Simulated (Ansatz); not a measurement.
# BF2H3OSi + HF: a complex and its separated parts, part 2 of 2

Ansatz 0.2.0, Gaussian basis. Earlier steps stand in the parts before.

### Step 13. CAM-B3LYP-D4/def2-TZVPP

The inputs:

parta/in.yaml

```yaml
crystal:
  periodic: [false, false, false]
  atoms:
    - {symbol: B, position_ang: [-0.249217, -1.398012, 0.685298]}
    - {symbol: F, position_ang: [0.183154, -2.569552, 0.260823]}
    - {symbol: F, position_ang: [-0.967515, -1.376202, 1.801768]}
    - {symbol: O, position_ang: [0.034380, -0.280614, 0.003506]}
    - {symbol: Si, position_ang: [-0.326693, 1.324280, 0.230205]}
    - {symbol: H, position_ang: [0.242347, 1.784318, 1.519356]}
    - {symbol: H, position_ang: [0.289966, 2.053314, -0.899143]}
    - {symbol: H, position_ang: [-1.797656, 1.507915, 0.226842]}
basis:
  gaussian: {orbitals: def2-TZVPP}
hamiltonian: {xc: {name: CAM-B3LYP}, dispersion: d4}
```

partb/in.yaml

```yaml
crystal:
  periodic: [false, false, false]
  atoms:
    - {symbol: F, position_ang: [1.542182, -0.509195, -2.302478]}
    - {symbol: H, position_ang: [1.049252, -0.536252, -1.526176]}
basis:
  gaussian: {orbitals: def2-TZVPP}
hamiltonian: {xc: {name: CAM-B3LYP}, dispersion: d4}
```

The same command starts each run, in its folder.

On the command line:

```sh
$ ansatz run in.yaml --threads 8 --pin off --events-out ev --progress --plain --max-ram 19148MiB
```

Output in parta (excerpt; [...] marks lines left out):

```text
Functional definition: CAM-B3LYP
  name "CAM-B3LYP"
  cite "Yanai, Tew & Handy, Chem. Phys. Lett. 393, 51 (2004) doi:10.1016/j.cplett.2004.06.011"
  cite "Iikura, Tsuneda, Yanai & Hirao, J. Chem. Phys. 115, 3540 (2001) doi:10.1063/1.1383587"
  cite "Becke, Phys. Rev. A 38, 3098 (1988) doi:10.1103/PhysRevA.38.3098"
  cite "Lee, Yang & Parr, Phys. Rev. B 37, 785 (1988) doi:10.1103/PhysRevB.37.785"
[...]
  # Exact exchange under (alpha + beta erf(omega r))/r, Becke's under what is left of 1/r.
[...]
1100 factors; their error is unknown
261 factors; integrals over basis functions are off by at most 1.5e-5 eV
[...]
mean field -16091.27740063 eV, -591.3435374136 hartree, gradient 7.2e-5 eV, S^2 0.000000; 0 other end points of the search recorded, 0 dependent functions left out
reference -16091.27752797 eV, -591.3435420934 hartree; 24, 24 occupied and 184, 184 virtual orbitals, 1100 factors
Total energy: -16091.39597822 eV, -591.3478950595 hartree
```

Log of partb (excerpt; [...] marks lines left out):

```text
[... 6 set-up lines as earlier in the session ...]
[...]
  # Exact exchange under (alpha + beta erf(omega r))/r, Becke's under what is left of 1/r.
[...]
215 factors; their error is unknown
48 factors; integrals over basis functions are off by at most 4.9e-5 eV
[...]
mean field -2733.85902288 eV, -100.4674660148 hartree, gradient 6.2e-5 eV, S^2 0.000000; 0 other end points of the search recorded, 0 dependent functions left out
reference -2733.85906701 eV, -100.4674676365 hartree; 5, 5 occupied and 40, 40 virtual orbitals, 215 factors
Total energy: -2733.86050731 eV, -100.4675205666 hartree
```

Times: 0.5 s (parta), 0.1 s (partb) on 8 threads of AMD EPYC 9R45, shared host.

### Step 14. wB97X-V/def2-TZVPP

The same edit goes into each in.yaml of step 13 (parta, partb):

```diff
-hamiltonian: {xc: {name: CAM-B3LYP}, dispersion: d4}
+hamiltonian: {xc: {name: wB97X-V}}
```

The same command starts each run, in its folder.

On the command line:

```sh
$ ansatz run in.yaml --threads 8 --pin off --events-out ev --progress --plain --max-ram 19148MiB
```

parta printed (excerpt; [...] marks lines left out):

```text
Functional definition: wB97X-V
  name "wB97X-V"
  cite "Mardirossian & Head-Gordon, Phys. Chem. Chem. Phys. 16, 9904 (2014) doi:10.1039/C3CP54374A"
[... 2 set-up lines as earlier in the session ...]
[...]
      + integral(e_c_pw_opposite_spin*poly(b97_u_opposite, cos0, cos1)) + vv10(b, c)
1100 factors; their error is unknown
242 factors; integrals over basis functions are off by at most 1.1e-5 eV
[...]
mean field -16089.22460945 eV, -591.2680987292 hartree, gradient 3.7e-5 eV, S^2 0.000000; 0 other end points of the search recorded, 0 dependent functions left out
reference -16089.22460725 eV, -591.2680986483 hartree; 24, 24 occupied and 184, 184 virtual orbitals, 1100 factors
Total energy: -16089.22460725 eV, -591.2680986483 hartree
```

Output in partb (excerpt; [...] marks lines left out):

```text
[... 5 set-up lines as earlier in the session ...]
[...]
      + integral(e_c_pw_opposite_spin*poly(b97_u_opposite, cos0, cos1)) + vv10(b, c)
215 factors; their error is unknown
48 factors; integrals over basis functions are off by at most 2.2e-5 eV
[...]
mean field -2733.49560547 eV, -100.4541106711 hartree, gradient 1.0e-5 eV, S^2 0.000000; 0 other end points of the search recorded, 0 dependent functions left out
reference -2733.49560488 eV, -100.4541106493 hartree; 5, 5 occupied and 40, 40 virtual orbitals, 215 factors
Total energy: -2733.49560488 eV, -100.4541106493 hartree
```

Times: 1.1 s (parta), 0.15 s (partb) on 8 threads of AMD EPYC 9R45, shared host.

### Step 15. wB97M-V/def2-TZVPP

The same edit goes into each in.yaml of step 14 (parta, partb):

```diff
-hamiltonian: {xc: {name: wB97X-V}}
+hamiltonian: {xc: {name: wB97M-V}}
```

The same command starts each run, in its folder.

On the command line:

```sh
$ ansatz run in.yaml --threads 8 --pin off --events-out ev --progress --plain --max-ram 19148MiB
```

parta printed (excerpt; [...] marks lines left out):

```text
Functional definition: wB97M-V
  name "wB97M-V"
  cite "Mardirossian & Head-Gordon, J. Chem. Phys. 144, 214110 (2016) doi:10.1063/1.4952647"
[... 2 set-up lines as earlier in the session ...]
  # Of w^i u^j: cxij and so on, Table III.
[...]
  gx(w, u) = 1 - cx + cx01*u + cx10*w
[...]
      + integral(e_c_pw_mod_opposite_spin*gos(b97_w_opposite, b97_u_opposite)) + vv10(b, c)
1100 factors; their error is unknown
242 factors; integrals over basis functions are off by at most 1.1e-5 eV
[...]
mean field -16090.43913036 eV, -591.3127315492 hartree, gradient 3.3e-5 eV, S^2 0.000000; 0 other end points of the search recorded, 0 dependent functions left out
reference -16090.43918443 eV, -591.3127335364 hartree; 24, 24 occupied and 184, 184 virtual orbitals, 1100 factors
Total energy: -16090.43918443 eV, -591.3127335364 hartree
```

partb printed (excerpt; [...] marks lines left out):

```text
[... 5 set-up lines as earlier in the session ...]
  # Of w^i u^j: cxij and so on, Table III.
[...]
  gx(w, u) = 1 - cx + cx01*u + cx10*w
[...]
      + integral(e_c_pw_mod_opposite_spin*gos(b97_w_opposite, b97_u_opposite)) + vv10(b, c)
215 factors; their error is unknown
48 factors; integrals over basis functions are off by at most 2.2e-5 eV
[...]
mean field -2733.67553161 eV, -100.4607228349 hartree, gradient 1.2e-5 eV, S^2 0.000000; 0 other end points of the search recorded, 0 dependent functions left out
reference -2733.67554627 eV, -100.4607233738 hartree; 5, 5 occupied and 40, 40 virtual orbitals, 215 factors
Total energy: -2733.67554627 eV, -100.4607233738 hartree
```

They took 1.1 s (parta), 0.15 s (partb) on 8 threads of AMD EPYC 9R45, shared host.

### Step 16. B2PLYP/def2-TZVPP

The same edit goes into each in.yaml of step 15 (parta, partb):

```diff
-hamiltonian: {xc: {name: wB97M-V}}
+hamiltonian: {xc: {name: B2PLYP}}
```

The same command starts each run, in its folder.

On the command line:

```sh
$ ansatz run in.yaml --threads 8 --pin off --events-out ev --progress --plain --max-ram 19148MiB
```

Log of parta (excerpt; [...] marks lines left out):

```text
Functional definition: B2PLYP
  name "B2PLYP"
  cite "Grimme, J. Chem. Phys. 124, 034108 (2006) doi:10.1063/1.2148954"
[... 2 set-up lines as earlier in the session ...]
[...]
1290 factors; integrals over basis functions are off by at most 1.1e-3 eV
[...]
mean field -16076.99580846 eV, -590.8186985819 hartree, gradient 3.7e-6 eV, S^2 0.000000; 0 other end points of the search recorded, 0 dependent functions left out
9 core orbitals not correlated: weight in the atoms' cores, before any rotation towards them, 1.000 or more for the frozen orbitals, at most 0.000 for the correlated occupied ones
reference -16076.99597136 eV, -590.8187045682 hartree; 15, 15 occupied and 184, 184 virtual orbitals, 1290 factors
second order -30.49239995 eV of doubles, -0.00000000 eV of singles
Total energy: -16085.22891935 eV, -591.1212598262 hartree
```

Output in partb (excerpt; [...] marks lines left out):

```text
[... 5 set-up lines as earlier in the session ...]
[...]
287 factors; integrals over basis functions are off by at most 1.0e-3 eV
[...]
mean field -2730.72527834 eV, -100.3523030268 hartree, gradient 1.4e-6 eV, S^2 0.000000; 0 other end points of the search recorded, 0 dependent functions left out
1 core orbitals not correlated: weight in the atoms' cores, before any rotation towards them, 1.000 or more for the frozen orbitals, at most 0.000 for the correlated occupied ones
reference -2730.72533504 eV, -100.3523051105 hartree; 4, 4 occupied and 40, 40 virtual orbitals, 287 factors
second order -8.59389300 eV of doubles, -0.00000000 eV of singles
Total energy: -2733.04568614 eV, -100.4375764409 hartree
```

Wall times: 0.8 s (parta), 0.1 s (partb) on 8 threads of AMD EPYC 9R45, shared host.

### Step 17. PBE-QIDH/def2-TZVPP

The same edit goes into each in.yaml of step 16 (parta, partb):

```diff
-hamiltonian: {xc: {name: B2PLYP}}
+hamiltonian: {xc: {name: PBE-QIDH}}
```

Each run has its own folder and the same command.

On the command line:

```sh
$ ansatz run in.yaml --threads 8 --pin off --events-out ev --progress --plain --max-ram 19148MiB
```

parta printed (excerpt; [...] marks lines left out):

```text
Functional definition: PBE-QIDH
  name "PBE-QIDH"
  cite "Brémond, Sancho-García, Pérez-Jiménez & Adamo, J. Chem. Phys. 141, 031101 (2014) doi:10.1063/1.4890314"
[... 1 set-up line as earlier in the session ...]
[...]
1290 factors; integrals over basis functions are off by at most 1.1e-3 eV
[...]
mean field -16068.79070894 eV, -590.5171667358 hartree, gradient 4.9e-6 eV, S^2 0.000000; 0 other end points of the search recorded, 0 dependent functions left out
9 core orbitals not correlated: weight in the atoms' cores, before any rotation towards them, 1.000 or more for the frozen orbitals, at most 0.000 for the correlated occupied ones
reference -16068.79072180 eV, -590.5171672087 hartree; 15, 15 occupied and 184, 184 virtual orbitals, 1290 factors
second order -28.48823735 eV of doubles, -0.00000000 eV of singles
Total energy: -16078.28680092 eV, -590.8661416796 hartree
```

Log of partb (excerpt; [...] marks lines left out):

```text
[... 4 set-up lines as earlier in the session ...]
[...]
287 factors; integrals over basis functions are off by at most 1.0e-3 eV
[...]
mean field -2728.92257306 eV, -100.2860548296 hartree, gradient 3.8e-6 eV, S^2 0.000000; 0 other end points of the search recorded, 0 dependent functions left out
1 core orbitals not correlated: weight in the atoms' cores, before any rotation towards them, 1.000 or more for the frozen orbitals, at most 0.000 for the correlated occupied ones
reference -2728.92257641 eV, -100.2860549529 hartree; 4, 4 occupied and 40, 40 virtual orbitals, 287 factors
second order -8.07141720 eV of doubles, -0.00000000 eV of singles
Total energy: -2731.61304881 eV, -100.3849279899 hartree
```

Times: 0.85 s (parta), 0.1 s (partb) on 8 threads of AMD EPYC 9R45, shared host.

### Step 18. RPA on PBE/def2-TZVPP

The same edit goes into each in.yaml of step 17 (parta, partb):

```diff
-hamiltonian: {xc: {name: PBE-QIDH}}
+hamiltonian: {xc: pbe}
+correlation: {method: rpa}
```

One command serves all of them, each in its own folder.

On the command line:

```sh
$ ansatz run in.yaml --threads 8 --pin off --events-out ev --progress --plain --max-ram 19148MiB
```

Output in parta (excerpt; [...] marks lines left out):

```text
[... 4 set-up lines as earlier in the session ...]
[...]
1290 factors; integrals over basis functions are off by at most 1.1e-3 eV
[...]
mean field -16080.36883299 eV, -590.9426549469 hartree, gradient 2.4e-6 eV, S^2 0.000000; 0 other end points of the search recorded, 0 dependent functions left out
9 core orbitals not correlated: weight in the atoms' cores, before any rotation towards them, 1.000 or more for the frozen orbitals, at most 0.000 for the correlated occupied ones
reference -16038.92950300 eV, -589.4197876585 hartree; 15, 15 occupied and 184, 184 virtual orbitals, 1290 factors
Total energy: -16079.13271293 eV, -590.8972283724 hartree
```

Output in partb (excerpt; [...] marks lines left out):

```text
[... 4 set-up lines as earlier in the session ...]
[...]
287 factors; integrals over basis functions are off by at most 1.0e-3 eV
[...]
mean field -2731.84353708 eV, -100.3933982777 hartree, gradient 9.3e-7 eV, S^2 0.000000; 0 other end points of the search recorded, 0 dependent functions left out
1 core orbitals not correlated: weight in the atoms' cores, before any rotation towards them, 1.000 or more for the frozen orbitals, at most 0.000 for the correlated occupied ones
reference -2722.68135529 eV, -100.0566943072 hartree; 4, 4 occupied and 40, 40 virtual orbitals, 287 factors
Total energy: -2733.63264710 eV, -100.4591468582 hartree
```

Wall times: 0.8 s (parta), 0.1 s (partb) on 8 threads of AMD EPYC 9R45, shared host.

### Step 19. CCSD(T)/def2-TZVPP

The same edit goes into each in.yaml of step 18 (parta, partb):

```diff
-hamiltonian: {xc: pbe}
-correlation: {method: rpa}
+correlation: {method: ccsd_t}
```

The same command starts each run, in its folder.

On the command line:

```sh
$ ansatz run in.yaml --threads 8 --pin off --events-out ev --progress --plain --max-ram 19148MiB
```

Log of parta (excerpt; [...] marks lines left out):

```text
Functional definition: HF
  name "HF"
  cite "Fock, Z. Phys. 61, 126 (1930) doi:10.1007/BF01340294"
[... 1 set-up line as earlier in the session ...]
[...]
1290 factors; integrals over basis functions are off by at most 1.1e-3 eV
[...]
mean field -16040.69343467 eV, -589.4846109514 hartree, gradient 2.7e-6 eV, S^2 0.000000; 0 other end points of the search recorded, 0 dependent functions left out
9 core orbitals not correlated: weight in the atoms' cores, before any rotation towards them, 1.000 or more for the frozen orbitals, at most 0.000 for the correlated occupied ones
reference -16040.69343467 eV, -589.4846109514 hartree; 15, 15 occupied and 184, 184 virtual orbitals, 1290 factors
second order -25.60286880 eV of doubles, -0.00000000 eV of singles
cycle   1  -25.58514072 eV  change    1.8e-2 eV  update   1.0e-1
[...]
cycle   9  -26.24618180 eV  change   -4.0e-6 eV  update   1.1e-5
perturbative correction -0.80439776 eV, -0.0295610723 hartree
Total energy: -16067.74401422 eV, -590.4787014147 hartree
```

partb printed (excerpt; [...] marks lines left out):

```text
[... 4 set-up lines as earlier in the session ...]
[...]
287 factors; integrals over basis functions are off by at most 1.0e-3 eV
[...]
mean field -2722.91280337 eV, -100.0651998674 hartree, gradient 4.5e-6 eV, S^2 0.000000; 0 other end points of the search recorded, 0 dependent functions left out
1 core orbitals not correlated: weight in the atoms' cores, before any rotation towards them, 1.000 or more for the frozen orbitals, at most 0.000 for the correlated occupied ones
reference -2722.91280337 eV, -100.0651998674 hartree; 4, 4 occupied and 40, 40 virtual orbitals, 287 factors
second order -7.36476883 eV of doubles, -0.00000000 eV of singles
cycle   1  -7.29615498 eV  change    6.9e-2 eV  update   3.9e-2
[...]
cycle   8  -7.43082210 eV  change    3.1e-7 eV  update   3.3e-6
perturbative correction -0.17032904 eV, -0.0062594768 hartree
Total energy: -2730.51395451 eV, -100.3445370195 hartree
```

Wall times: 11 s (parta), 0.15 s (partb) on 8 threads of AMD EPYC 9R45, shared host; peak memory 3 GiB.

### Step 20. Vibrations of BF2H3OSi

Input file vib-parta/in.yaml:

```yaml
crystal:
  periodic: [false, false, false]
  atoms:
    - {symbol: B, position_ang: [-0.249217, -1.398012, 0.685298]}
    - {symbol: F, position_ang: [0.183154, -2.569552, 0.260823]}
    - {symbol: F, position_ang: [-0.967515, -1.376202, 1.801768]}
    - {symbol: O, position_ang: [0.034380, -0.280614, 0.003506]}
    - {symbol: Si, position_ang: [-0.326693, 1.324280, 0.230205]}
    - {symbol: H, position_ang: [0.242347, 1.784318, 1.519356]}
    - {symbol: H, position_ang: [0.289966, 2.053314, -0.899143]}
    - {symbol: H, position_ang: [-1.797656, 1.507915, 0.226842]}
basis:
  gaussian: {orbitals: def2-TZVP}
hamiltonian: {xc: pbe0, dispersion: d4}
phonons: {temperatures: {t_min: 298.15, t_max: 900, t_step: 200}}
```

On the command line:

```sh
$ ansatz run in.yaml --threads 8 --pin off --events-out ev --progress --plain --max-ram 19148MiB
```

Output (excerpt; [...] marks lines left out):

```text
[... 5 set-up lines as earlier in the session ...]
[...]
1032 factors; their error is unknown
[...]
mean field -16081.40199061 eV, -590.9806227893 hartree, gradient 2.0e-5 eV, S^2 0.000000; 0 other end points of the search recorded, 0 dependent functions left out
[...]
Atom 5 at     0.242347     1.784318     1.519356 Å, force     0.002243     0.001929     0.003104 eV/Å
Atom 6 at     0.289966     2.053314    -0.899143 Å, force    -0.000018    -0.001154     0.000922 eV/Å
Atom 7 at    -1.797656     1.507915     0.226842 Å, force    -0.003390     0.001712    -0.000532 eV/Å
Dipole moment:    -0.024444     0.363136    -0.038446 e Å
Vibrations: 31.32 100.42 102.05 404.33 492.07 680.32 700.31 732.87 751.29 951.82 954.56 969.28 1033.17 1418.91 1497.65 2247.14 2252.34 2269.30 cm⁻¹, zero-point energy 1.090388 eV
```

Wall time 17 s (8 threads of AMD EPYC 9R45, shared host).

The modes, with what each moves most:

```tsv
mode	wavenumber (cm⁻¹)	character
1	31	torsion
2	100	torsion
3	102	bend
4	404	bend
5	492	bend
6	680	out-of-plane bend with torsion
7	700	bend with Si–O stretch
8	733	bend
9	751	bend with Si–O stretch
10	952	bend
11	955	bend
12	969	bend
13	1033	B–F and Si–O stretch
14	1419	B–F stretch
15	1498	B–O and B–F stretch
16	2247	Si–H stretch
17	2252	Si–H stretch
18	2269	Si–H stretch
```

Vibrational sums (real modes only):

```tsv
T (K)	entropy (J/mol/K)	heat capacity (J/mol/K)
298	66.2	56.9
498	103.0	86.8
698	135.6	105.7
898	163.8	117.9
```

Modes under 50 cm⁻¹ weigh heavily in the entropy, and the harmonic picture is poor for them.

### Step 21. Vibrations of HF

Input file vib-partb/in.yaml:

```yaml
crystal:
  periodic: [false, false, false]
  atoms:
    - {symbol: F, position_ang: [1.542182, -0.509195, -2.302478]}
    - {symbol: H, position_ang: [1.049252, -0.536252, -1.526176]}
basis:
  gaussian: {orbitals: def2-TZVP}
hamiltonian: {xc: pbe0, dispersion: d4}
phonons: {temperatures: {t_min: 298.15, t_max: 900, t_step: 200}}
```

On the command line:

```sh
$ ansatz run in.yaml --threads 8 --pin off --events-out ev --progress --plain --max-ram 19148MiB
```

Output (excerpt; [...] marks lines left out):

```text
[... 5 set-up lines as earlier in the session ...]
[...]
200 factors; their error is unknown
[...]
mean field -2731.80169981 eV, -100.3918607865 hartree, gradient 6.9e-6 eV, S^2 0.000000; 0 other end points of the search recorded, 0 dependent functions left out
[...]
reference -2731.80150643 eV, -100.3918536798 hartree; 5, 5 occupied and 32, 32 virtual orbitals, 200 factors
Total energy: -2731.80322152 eV, -100.3919167081 hartree
Atom 0 at     1.542182    -0.509195    -2.302478 Å, force     0.002495     0.000137    -0.003929 eV/Å
Atom 1 at     1.049252    -0.536252    -1.526176 Å, force    -0.002495    -0.000137     0.003929 eV/Å
Dipole moment:    -0.214751    -0.011788     0.338206 e Å
Vibrations: 4154.03 cm⁻¹, zero-point energy 0.257517 eV
```

Wall time 0.4 s (8 threads of AMD EPYC 9R45, shared host).

The modes, with what each moves most:

```tsv
mode	wavenumber (cm⁻¹)	character
1	4154	F–H stretch
```

Vibrational sums (real modes only):

```tsv
T (K)	entropy (J/mol/K)	heat capacity (J/mol/K)
298	0.0	0.0
498	0.0	0.0
698	0.0	0.1
898	0.1	0.5
```

### Step 22. Complex less separated parts

The complex's own energies come from single points at the same levels.

Rows are in def2-TZVPP; times add the 3 runs of a level on a shared host, so small differences are noise.

Differences are taken before rounding.

```tsv
method	rung	complex less parts (kJ/mol)	from CCSD(T) (kJ/mol)	time
SPW92	LDA	-37.8	-16.3	0.75 s
PBE-D4	GGA	-26.1	-4.5	1.1 s
BLYP-D4	GGA	-24.9	-3.3	1 s
r2SCAN-D4	meta-GGA	-24.1	-2.5	1.6 s
B97M-V	meta-GGA	-21.2	+0.4	2.6 s
PBE0-D4	hybrid	-23.6	-2.0	1.3 s
B3LYP-D4	hybrid	-24.0	-2.4	1.2 s
r2SCAN0-D4	hybrid	-22.9	-1.3	1.8 s
BHLYP-D4	hybrid	-23.1	-1.5	1.2 s
CAM-B3LYP-D4	range-separated hybrid	-25.7	-4.1	1.5 s
wB97X-V	range-separated hybrid	-23.0	-1.4	2.6 s
wB97M-V	range-separated hybrid	-23.2	-1.6	2.9 s
B2PLYP	double hybrid	-20.4	+1.2	2.2 s
PBE-QIDH	double hybrid	-20.7	+0.8	2.2 s
RPA on PBE	RPA	-19.1	+2.5	2.2 s
Hartree-Fock	wavefunction	-9.4	+12.2	
MP2	wavefunction	-21.6	0.0	
CCSD	wavefunction	-19.6	+1.9	
CCSD(T)	wavefunction	-21.6	0	49 s
```

Among the levels timed on like hardware and quicker than the yardstick, those that no quicker one beats, quickest first: SPW92 (0.75 s, -16.3 kJ/mol); BLYP-D4 (1 s, -3.3 kJ/mol); B3LYP-D4 (1.2 s, -2.4 kJ/mol); BHLYP-D4 (1.2 s, -1.5 kJ/mol); r2SCAN0-D4 (1.8 s, -1.3 kJ/mol); B2PLYP (2.2 s, +1.2 kJ/mol); PBE-QIDH (2.2 s, +0.8 kJ/mol); B97M-V (2.6 s, +0.4 kJ/mol).

For cost: B97M-V gets within 0.4 kJ/mol in 2.6 s, where CCSD(T) took 49 s; the quickest level in the cost chart, SPW92, takes 0.75 s and misses by 16.3 kJ/mol.

The complex's zero-point energy, from a separate PBE0-D4 run, is 1.420 eV.

### Step 23. Outcome

This closing draws on all 2 parts.

| quantity | value |
| --- | --- |
| complex less parts, CCSD(T)/def2-TZVPP | -21.6 kJ/mol |
| with zero-point energy | -14.6 kJ/mol |
| largest T1 diagnostic | 0.012 |

What this shows: At CCSD(T) the complex lies 21.6 kJ/mol below its parts. B97M-V is the best functional here (+0.4 kJ/mol from CCSD(T)); SPW92 is the worst (-16.3 kJ/mol). By rung, the mean size of the error is: LDA 16.3, GGA 3.9, meta-GGA 1.4, hybrid 1.8, range-separated hybrid 2.4, double hybrid 1.0 kJ/mol. PBE-D4 gives a relative energy 4.5 kJ/mol too low, outside chemical accuracy (1 kcal/mol, 4.2 kJ/mol). No counterpoise was applied, and triple zeta lacks some correlation, so the CCSD(T) reference has a basis error of its own, and close matches with it are partly luck.
